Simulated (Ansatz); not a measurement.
# CoO: the cost of one run

Method: def2-TZVPP, core rule «outside noble gas», up to 10 orbitals frozen; program: Ansatz 0.2.0, Gaussian basis.

The runs, in order: UHF; CCSD(T) on RHF; CCSD(T) on UHF; CCSDT(Q) on RHF; CCSDT(Q) on UHF.

5 further runs of the same task are left out: 2 for a known fault of the program, 3 set aside as unsound or not needed.

## 1. What is computed

The geometry is a PBE0/def2-TZVP stationary point (not a proven minimum).

2 atoms, charge 1, spin multiplicity 1.

Atoms are counted from 1 here; the program's logs count them from 0.

Bond lengths: Co1–O2 1.523 Å.

Coordinates:

```xyz
2

Co    0.0000    0.0000    0.0000
O     0.0000    0.0000    1.5228
```

## 2. UHF

Input file in.yaml:

```yaml
crystal:
  periodic: [false, false, false]
  atoms:
    - {symbol: Co, position_ang: [0.000000, 0.000000, 0.000000]}
    - {symbol: O, position_ang: [0.000000, 0.000000, 1.522800]}
basis:
  gaussian: {orbitals: def2-TZVPP}
total_charge: 1
magnetization: {spin_polarized: true, initial_magnetization: 0}
hamiltonian: {xc: hf}
output: {orbitals: {seedname: orbitals}}
```

Command:

```console
$ ansatz run in.yaml --threads 1 --pin off --events-out ev --progress --plain --max-ram 4096MiB --backend cpu
```

Q: Estimate wall time and peak memory on 1 thread of AMD EPYC 7R13, shared host.

About 50 s, with a peak of 0.27 GiB.
